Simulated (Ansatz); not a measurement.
ZnO, space group P6_3mc, a calculation of the elastic constants

Computed with Ansatz 0.2.0 through its Python package.

Run as a notebook:

In [1]:
```python
from dataclasses import replace
import warnings

import ansatz as az
import numpy as np
```

In [2]:
```python
SCF_TOL = 1e-09
OCCUPATIONS = "Fixed"
CUTOFF = 420
KGRID = (12, 12, 6)
```

In [3]:
```python
warnings.simplefilter("ignore", az.DeckWarning)
```

In [4]:
```python
system = (
    az.Lattice.from_parameters(3.249308, 3.249308, 5.205709, alpha=90.0, beta=90.0, gamma=120.0)
    .atom("Zn", [1 / 3, 2 / 3, 0.5])
    .atom("Zn", [2 / 3, 1 / 3, 0.0])
    .atom("O", [2 / 3, 1 / 3, 0.37901])
    .atom("O", [1 / 3, 2 / 3, 0.87901])
)
```

In [5]:
```python
system.resolved().sites[-1]
```
Out [5]:
```text
Site(symbol='O', position=(0.3333333333333333, 0.6666666666666666, 0.87901), moment=None, axis=None, held=None, saved=None)
```

In [6]:
```python
base = (
    system.calculation()
    .scf(tolerance=SCF_TOL)
    .occupations(OCCUPATIONS)
    .basis(CUTOFF)
    .kpoints(*KGRID)
)
# first bring the cell to zero stress
rest = base.relax(cell=True).run(threads=1, pin="off").lattice
relaxed = az.Crystal(lattice=az.Lattice.of(rest.cell_ang))
for site in rest.sites:
    relaxed = relaxed.atom(site.symbol, site.position_frac)
base = replace(base, crystal=relaxed)
print("relaxed volume {:.3f} A^3".format(abs(np.linalg.det(rest.cell_ang))))
result = base.elastic("clamped_ion", amplitude=0.003).run(threads=1, pin="off")
elastic = result.elastic
```
```text
relaxed volume 49.302 A^3
```

In [7]:
```python
C = np.asarray(elastic.c_gpa)
for i in range(6):
    for j in range(i, 6):
        if abs(C[i, j]) > 0.05:
            print(f"C{i + 1}{j + 1} = {C[i, j]:.1f} GPa")
print("smallest eigenvalue of C:", round(elastic.stability.min_eigenvalue_gpa, 1), "GPa; tensor positive definite:", elastic.stability.min_eigenvalue_gpa > 0)
# averaged moduli need a positive definite tensor
if elastic.stability.min_eigenvalue_gpa > 0:
    m = elastic.moduli
    print(f"K = {m.k_hill_gpa:.1f}, G = {m.g_hill_gpa:.1f}, E = {m.youngs_gpa:.1f} GPa, Poisson ratio {m.poisson:.3f}, K/G = {m.k_hill_gpa / m.g_hill_gpa:.2f}")
```
```text
C11 = 242.0 GPa
C12 = 83.6 GPa
C13 = 62.0 GPa
C22 = 242.0 GPa
C23 = 62.0 GPa
C33 = 260.7 GPa
C44 = 50.6 GPa
C55 = 50.6 GPa
C66 = 79.2 GPa
smallest eigenvalue of C: 50.6 GPa; tensor positive definite: True
K = 128.9, G = 69.3, E = 176.4 GPa, Poisson ratio 0.272, K/G = 1.86
```

Notes:
- With fixed filling the reported Fermi level is the top filled level among the k-points of the SCF.
- A positive definite tensor excludes instabilities under uniform strain alone; phonons elsewhere in the zone can still be imaginary.
- The program warned that this SCF threshold is loose for forces or stresses.
- No functional is typed, so the default, PBE, holds.
- These are clamped-ion constants: where atoms have free coordinates under strain, the relaxed-ion ones can be far smaller or negative, so this tensor doesn't settle whether the crystal is stable.
- The starting cell is as deposited in a crystallographic database; the results hold for this polymorph, which needn't be the stable one.
- The constants belong to the cell that was strained; where it wasn't relaxed first it may be under stress.
- The script silences the warnings on its input, which a real study should read.
- It ran for 4.3 min on 1 thread of Arm Neoverse V1, on a shared host, peak memory 0.63 GiB.

(A comment or docstring line of the script was reworded after the run, the code is as it ran.)
